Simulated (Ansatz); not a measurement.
Task: a single point from a YAML input of Si, space group I4/mmm, with the Ansatz DFT code, driven from Python. Give the script and its output. Use: LDA, PAW, cutoff 200 eV, 7×7×7 k-points, cold smearing of 0.15 eV, spin-orbit spin.

The script reads `input.yaml`:
```yaml
crystal:
  lattice:
    - [-3.325444, 3.325444, 1.922386]
    - [3.325444, -3.325444, 1.922386]
    - [3.325444, 3.325444, -1.922386]
  atoms:
    - { symbol: Si, position: [0.178801, 0.178801, 0.357602] }
    - { symbol: Si, position: [0.821199, 0.821199, 0.642398] }
    - { symbol: Si, position: [0.178801, 0.821199, 0.0] }
    - { symbol: Si, position: [0.821199, 0.178801, 0.0] }
kpoints:
  mp_grid: { grid: [7, 7, 7] }
hamiltonian:
  xc: lda
  pseudopotentials: { kind: paw_fr }
scf:
  occupations: { method: cold, width: 0.15 }
output:
  forces: true
  stress: true
basis:
  ecutwfc: "200 eV"
magnetization:
  noncollinear: true
  spin_orbit: true
```

Script `run_yaml_run.py`:
```python
"""Run a YAML input for Si from Python."""

import ansatz
import numpy as np
import yaml

with open("input.yaml") as handle:
    tree = yaml.safe_load(handle)
print("sections:", list(tree))
res = ansatz.Session.from_dict(tree).plan().execute()
report = res.report

energy = report["free_energy_ev"]
print("Si: {:.6f} eV = {:.6f} Ry = {:.6f} Ha".format(energy, energy / 13.605693, energy / 27.211386))
print("Fermi level {:.4f} eV, {} k-points, {} symmetry operations".format(report["fermi_energy_ev"], report["n_kpoints"], report["n_symmetry_ops"]))

# the stress is positive in compression
stress = np.array(report["stress_gpa"])
print(f"pressure {np.trace(stress) / 3:.3f} GPa")
print("stress tensor, GPa, positive in compression")
print(np.round(stress, 3) + 0.0)
```

```console
$ python run_yaml_run.py
sections: ['crystal', 'kpoints', 'hamiltonian', 'scf', 'output', 'basis', 'magnetization']
DeckWarning: basis.ecutwfc = 200 eV is below the records' recommended 420 eV, and the density's cutoff is lower with it unless basis.ecutrho_ratio is high enough to keep the records' density cutoff: compare with a run at a higher cutoff
RunWarning: on these k-points the computed levels leave a gap of 0.3181 eV at the electron count, 2.1 widths of the cold smearing (0.1500 eV); against the step filling of these same bands (every [...]
Si: -2433.486507 eV = -178.857961 Ry = -89.428980 Ha
Fermi level 5.6053 eV, 40 k-points, 16 symmetry operations
pressure -0.177 GPa
stress tensor, GPa, positive in compression
[[-0.247  0.     0.   ]
 [ 0.    -0.247  0.   ]
 [ 0.     0.    -0.038]]
```
(Warnings from the package without file and line, shortened, repeats left out.)

Reading the output:
- The settings weren't tested for convergence.
- The cutoff lies under the one recommended for these potentials.
- Under the recommended cutoff a pressure can be off by several GPa, even in sign.
- Cold and Methfessel-Paxton smearing aren't meant for a gap as narrow as their width.
- An absolute Fermi energy rests on an arbitrary zero of the periodic potential and has no direct meaning.
- An opening on this mesh may only mean that it misses a point where bands touch.
- This isn't the structure that Si takes at ambient conditions.
- Wall time of the script: 4.7 s on 1 thread of Arm Neoverse V2 (shared host), peak memory 0.39 GiB.

(Lines on the test bed's own set-up are left out of the output.)
